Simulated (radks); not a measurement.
**Taking charge from the 2s level of Ar⁺ in fractions**

An exercise on one series of results from a longer session: the logs are not shown, and one member is left open.

Program: radks (a radial shooting solver on a logarithmic mesh, Libxc functionals) version 1. Level of theory: non-relativistic Kohn-Sham, PBEsol, spin-polarised, spherical densities, point nucleus; open shells are filled with parallel spins first. These are calculated values, not measurements, unless marked.

## The atom as given

```
element       : argon (Z = 18)
charge        : +1
electrons     : 17
configuration : [He] 2s(up 1, down 1) 2p6 3s2 3p5
```

A shell typed twice in an input gives spin up, then spin down.

The first run:

Input:

```text
Z 18
configuration [He] 2s1 2s1 2p6 3s2 3p5
relativity non-relativistic
functional pbe_sol,pbe_sol
spin polarised
nucleus point
```

Steps of the session up to this table: Start: [He] 2s(up 1, down 1) 2p6 3s2 3p5.

One table of the session follows, with a row left open; its other results are not shown here.

It belongs to the step «Start: [He] 2s(up 1, down 1) 2p6 3s2 3p5». Radial moments (bohr):

| level | <r> | outermost maximum (interpolated) | 90 % within | nodes |
| --- | --- | --- | --- | --- |
| 2s up | ? | ? | ? | ? |
| 2s down | 0.4167 | 0.341 | 0.650 | 1 |
| 2p up | 0.3776 | 0.282 | 0.625 | 0 |
| 2p down | 0.3775 | 0.282 | 0.625 | 0 |
| 3s up | 1.373 | 1.17 | 2.07 | 2 |
| 3s down | 1.378 | 1.17 | 2.08 | 2 |
| 3p up | 1.547 | 1.26 | 2.40 | 1 |
| 3p down | 1.561 | 1.26 | 2.43 | 1 |

Estimate the missing values for 2s up.

**Answer.** <r>: 0.4168; outermost maximum (interpolated): 0.341; 90 % within: 0.651; nodes: 1. In the column «<r>» it lies between 2s down (0.4167) and 3s up (1.373).
